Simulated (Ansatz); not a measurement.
# LiInPt, space group P-6m2: a scan of one input key

With the Ansatz DFT code, driven from Python.

Typed at the interpreter:
```pycon
>>> import ansatz as az
>>> import pandas as pd
>>> from pymatgen.core import Lattice, Structure
>>> from pymatgen.io.ase import AseAtomsAdaptor
>>> pmg_structure = Structure(
...     Lattice([(4.43983484, 0.0, 0.0), (-2.21991742, 3.84500976, 0.0), (0.0, 0.0, 2.920602)]),
...     ["Li", "In", "Pt"],
...     [
...         (0.0, 0.0, 0.0),
...         (1 / 3, 2 / 3, 0.5),
...         (2 / 3, 1 / 3, 0.0),
...     ],
... )
>>> xtal = az.Crystal.from_ase(AseAtomsAdaptor.get_atoms(pmg_structure))
>>> xtal.resolved().sites[-1]
Site(symbol='Pt', position=(0.6666666666666666, 0.3333333333333333, 0.0), moment=None, axis=None, held=None, saved=None)
>>> job = (
...     xtal.calculation()
...     .pseudopotentials("paw")
...     .kpoints(spacing=0.22)
...     .basis(510)
...     .occupations(az.OccupationsMethod.FERMI_DIRAC, width=50 * az.meV)
...     .functional("pbesol")
...     .band_table()
... )
>>> typed = job.input()
>>> rows = []
>>> for value in [1, 2, 3]:
...     edited = typed.set(az.key.basis.xc_grid, value)
...     r = az.Session.from_dict(edited).plan().execute().report
...     rows.append((value, r["free_energy_ev"], r["n_iterations"], len(r["eigenvalues_ev"][0]) if "eigenvalues_ev" in r else 0))
...
>>> print(pd.DataFrame(rows, columns=["xc grid", "F eV", "iterations", "bands listed"]).round(4).to_string(index=False))
 xc grid        F eV  iterations  bands listed
       1 -18113.7487           6            21
       2 -18113.7487           6            21
       3 -18113.7487           6            21
>>> print(edited.to_yaml())
crystal:
  lattice:
    - [4.43983484, 0.0, 0.0]
    - [-2.21991742, 3.84500976, 0.0]
    - [0.0, 0.0, 2.920602]
  atoms:
    - { symbol: Li, position: [0.0, 0.0, 0.0] }
    - { symbol: In, position: [0.3333333333333333, 0.6666666666666666, 0.5] }
    - { symbol: Pt, position: [0.6666666666666666, 0.3333333333333333, 0.0] }
basis:
  ecutwfc: 510.0
  xc_grid: 3
kpoints:
  mp_grid:
    kspacing: 0.22
hamiltonian:
  xc: pbesol
  pseudopotentials:
    kind: paw
scf:
  occupations:
    method: fermi_dirac
    width: 0.05
output:
  eigenvalues: true
```

Absolute energies stand on the zero of these potentials, so only differences at equal settings mean something. A total without «per atom» is that of the whole cell that was run. No spin polarisation was allowed. For a metal this k-point mesh is coarse: on a finer one energies can move by several to tens of meV an atom and pressures by half a GPa or more, differences at one mesh by less. Spin-orbit coupling, which matters for elements this heavy, is left out. This cell is a computed structure, which may not be the phase found in nature. Wall time of the script: 12 s on 1 thread of Intel(R) Xeon(R) 6975P-C (Granite Rapids), on a shared host, peak memory 0.61 GiB.
